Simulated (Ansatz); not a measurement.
# Cu3Sn2: the cost of one run

Computed with Ansatz 0.2.0 (DFT PBE, scalar-relativistic, plane waves, PAW, unless a step's input says otherwise).

3 further runs of the same task are left out: 1 that didn't finish, 2 set aside as unsound or not needed.

## (1) The starting structure

The structure is monoclinic, space group C2/m (No. 12). Conventional cell: a = 4.671 Å, b = 4.587 Å, c = 8.301 Å, α = 90.00°, β = 96.78°, γ = 90.00°. Cu (site symmetry m) is surrounded by 4 Cu at 2.51 to 2.57 Å and 4 Sn at 2.75 to 2.91 Å. Cu (site symmetry 2/m) has 6 Sn at 2.64 to 2.97 Å as nearest neighbours. Sn (site symmetry m) is surrounded by 7 Cu at 2.64 to 2.97 Å.

Coordinates:

```xyz
5
Lattice="2.3308 -2.2934 0.1445 2.3308 2.2934 0.1445 -1.4889 0.0000 8.1664" Properties=species:S:1:pos:R:3 pbc="T T T"
Cu    2.7310    0.0000    4.8092
Cu    0.4417    0.0000    3.6463
Cu    0.0000    0.0000    0.0000
Sn    2.6536    0.0000    2.0067
Sn    0.5191    0.0000    6.4488
```

It is the end of an earlier relaxation with the same method, from a generated guess; it is a trial structure. At a tolerance of 0.05 Å it has space group C2/m (No. 12); it has 17.66 Å³/atom, an uncorrected energy of +0.16 eV/atom over the elements.

## (2) Static run: bands, density of states and charges

input.yaml

```yaml
crystal:
  lattice:
    - [2.3308063978, -2.2934471676, 0.1445357151]
    - [2.3308063978, 2.2934471676, 0.1445357151]
    - [-1.4889216944, 0.0, 8.1664160317]
  atoms:
    - { symbol: Cu, position: [0.7652873897, 0.7652873897, 0.5618133589] }
    - { symbol: Cu, position: [0.2347126103, 0.2347126103, 0.4381866411] }
    - { symbol: Cu, position: [0.0, 0.0, 0.0] }
    - { symbol: Sn, position: [0.6404838123, 0.6404838123, 0.2230580341] }
    - { symbol: Sn, position: [0.3595161877, 0.3595161877, 0.7769419659] }
basis:
  ecutwfc: 420
kpoints:
  mp_grid: { grid: [12, 12, 6] }
  band_path:
    path:
      - [[0.0, 0.0, 0.0], [-0.49453541, 0.49453541, 0.0]]
      - [[-0.50546459, -0.49453541, 0.0], [-0.5, -0.5, 0.0], [0.0, 0.0, 0.0], [-0.5, -0.5, 0.5], [-0.52171827, -0.47828173, 0.5]]
      - [[-0.47828173, 0.47828173, 0.5], [0.0, 0.0, 0.5], [0.0, 0.0, 0.0]]
      - [[-0.5, 0.0, 0.5], [0.0, 0.0, 0.0], [-0.5, 0.0, 0.0]]
    npoints: 14
hamiltonian:
  xc: pbe
scf:
  occupations: { method: gaussian, width: 0.1 }
  n_extra_bands: 12
output:
  forces: true
  stress: true
  eigenvalues: true
  populations: true
  dos: { projected: true, de: 0.02, nscf_kmesh: { grid: [15, 15, 8] } }
  bader: true
  write_density: true
  write_potential: true
  elf: true
  volumetric_format: npy
```

Run with:

```sh
ansatz run input.yaml --threads 1 --pin off --max-ram 2560MiB --backend cpu --events-out ev --progress --plain --runs-dir out
```

Q: Estimate wall time and peak memory on 1 thread of Intel Xeon 6975P-C (Granite Rapids), shared host.

About 2 min, with a peak of 1.6 GiB.
